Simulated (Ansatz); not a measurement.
# C2H4FGa (SMILES C=[CH][GaH][F]) at BHLYP/cc-pVDZ

What is the vertical singlet–triplet gap of C2H4FGa at BHLYP/cc-pVDZ? 

The results are computed with Ansatz 0.2.0.

67 further runs of the same task are left out: 2 that didn't finish, 65 set aside as unsound or not needed.

**1. Starting point**

The species is C2H4FGa (8 atoms), meant as a singlet with charge 0. As SMILES, `C=[CH][GaH][F]`. Geometry: relaxed at PBE0-D4/def2-TZVP. This is one conformer, not always the lowest.

Bond lengths: C1–C2 1.332 Å, C2–Ga3 1.936 Å, Ga3–F4 1.763 Å, C1–H5 1.088 Å, C1–H6 1.088 Å, C2–H7 1.087 Å, Ga3–H8 1.557 Å. Angles: C1–C2–Ga3 120.9°, C2–Ga3–F4 115.4°, C1–C2–H7 118.8°, Ga3–C2–H7 120.3°, C2–C1–H5 122.2°, C2–C1–H6 122.3°, C2–Ga3–H8 129.9°, F4–Ga3–H8 114.7°, H5–C1–H6 115.5°.

**2. The energy at BHLYP/cc-pVDZ**

Input file in.yaml:

```yaml
crystal:
  periodic: [false, false, false]
  atoms:
    - symbol: C
      position_ang: [-0.837100, 1.175400, 0.060900]
    - symbol: C
      position_ang: [0.342600, 0.569500, -0.065000]
    - symbol: Ga
      position_ang: [0.481700, -1.360200, -0.007600]
    - symbol: F
      position_ang: [2.110500, -2.006100, -0.199600]
    - symbol: H
      position_ang: [-1.762100, 0.620500, 0.200100]
    - symbol: H
      position_ang: [-0.941100, 2.257800, 0.031600]
    - symbol: H
      position_ang: [1.232300, 1.179600, -0.202300]
    - symbol: H
      position_ang: [-0.626900, -2.436700, 0.182000]
basis:
  gaussian:
    orbitals: cc-pVDZ
output: {orbitals: {seedname: orbitals}}
hamiltonian:
  xc: {name: BHLYP}
accuracy: high
total_charge: 0
```

The run is started by

```bash
ansatz run in.yaml --threads 1 --pin off --max-ram 3480MiB --events-out events.jsonl --progress --plain --runs-dir runs
```

Log:

```text
Warning: RAYON_NUM_THREADS=1 ignored (pool sized by the plan → 1); use --threads N
Functional definition: BHLYP
  name "BHLYP"
  parameter a = 0.5
  exchange = (1 - a)*b88_x + a*exact_x
  correlation = lyp_c
2037 factors; integrals over basis functions are off by at most 4.6e-9 eV
mean field evaluation 1: about -57225.7817 eV, gradient 4.6e1 eV
mean field evaluation 2: about -57225.3511 eV, gradient 5.2e1 eV
mean field evaluation 4: about -57230.2691 eV, gradient 1.8e0 eV
mean field evaluation 8: about -57230.5453 eV, gradient 3.1e-1 eV
mean field evaluation 16: about -57230.5456 eV, gradient 5.4e-5 eV
mean field -57230.54556868 eV, -2103.1837573919 hartree, gradient 7.3e-8 eV, S^2 0.000000; 0 other end points of the search recorded, 0 dependent functions left out
reference -57230.54559663 eV, -2103.1837584192 hartree; 28, 28 occupied and 61, 61 virtual orbitals, 2037 factors
Total energy: -57230.54559663 eV, -2103.1837584192 hartree
```

Run time: 11 s. Hardware: 1 thread of Arm Neoverse V1, shared host; peak memory 0.32 GiB.

**3. The triplet, same level**

Input file job.yaml:

```yaml
crystal:
  periodic: [false, false, false]
  atoms:
    - {symbol: C, position_ang: [-0.837100, 1.175400, 0.060900]}
    - {symbol: C, position_ang: [0.342600, 0.569500, -0.065000]}
    - {symbol: Ga, position_ang: [0.481700, -1.360200, -0.007600]}
    - {symbol: F, position_ang: [2.110500, -2.006100, -0.199600]}
    - {symbol: H, position_ang: [-1.762100, 0.620500, 0.200100]}
    - {symbol: H, position_ang: [-0.941100, 2.257800, 0.031600]}
    - {symbol: H, position_ang: [1.232300, 1.179600, -0.202300]}
    - {symbol: H, position_ang: [-0.626900, -2.436700, 0.182000]}
basis:
  gaussian:
    orbitals: cc-pVDZ
magnetization:
  spin_polarized: true
  initial_magnetization: 2
hamiltonian:
  xc: {name: BHLYP}
accuracy: high
output: {orbitals: {seedname: orbitals}}
```

The run is started by

```bash
ansatz run job.yaml --threads 1 --pin off --max-ram 3480MiB --events-out events.jsonl --progress --plain --runs-dir runs
```

Log:

```text
Warning: RAYON_NUM_THREADS=1 ignored (pool sized by the plan → 1); use --threads N
Functional definition: BHLYP
  name "BHLYP"
  parameter a = 0.5
  exchange = (1 - a)*b88_x + a*exact_x
  correlation = lyp_c
2037 factors; integrals over basis functions are off by at most 4.6e-9 eV
mean field evaluation 1: about -57217.3913 eV, gradient 3.8e1 eV
mean field evaluation 2: about -57209.2030 eV, gradient 5.3e1 eV
mean field evaluation 4: about -57224.9943 eV, gradient 6.8e0 eV
mean field evaluation 8: about -57225.3950 eV, gradient 9.6e-1 eV
mean field evaluation 16: about -57226.5631 eV, gradient 1.1e-1 eV
mean field -57226.56333038 eV, -2103.0374128336 hartree, gradient 3.4e-8 eV, S^2 2.007096; 2 other end points of the search recorded, 0 dependent functions left out
reference -57226.56335822 eV, -2103.0374138567 hartree; 29, 27 occupied and 60, 62 virtual orbitals, 2037 factors
Total energy: -57226.56335822 eV, -2103.0374138567 hartree
```

Wall time 21 s (1 thread of Arm Neoverse V1, shared host); peak memory 0.47 GiB.

**4. Results**

At BHLYP/cc-pVDZ:

| quantity | value |
| --- | --- |
| singlet: total energy | -2103.18376 Eh |
| singlet: HOMO energy | -9.33 eV |
| singlet: LUMO energy | -0.69 eV |
| singlet: HOMO–LUMO gap | 8.64 eV |
| triplet: total energy | -2103.03741 Eh |
| triplet: HOMO energy (highest over α and β) | -5.27 eV |
| triplet: LUMO energy (lowest over α and β) | -3.90 eV |
| triplet: ⟨S²⟩ | 2.007 |
| vertical energy of the triplet above the singlet | 3.982 eV |

**Reading.** At this shape the triplet lies 3.98 eV (92 kcal/mol) above the singlet.
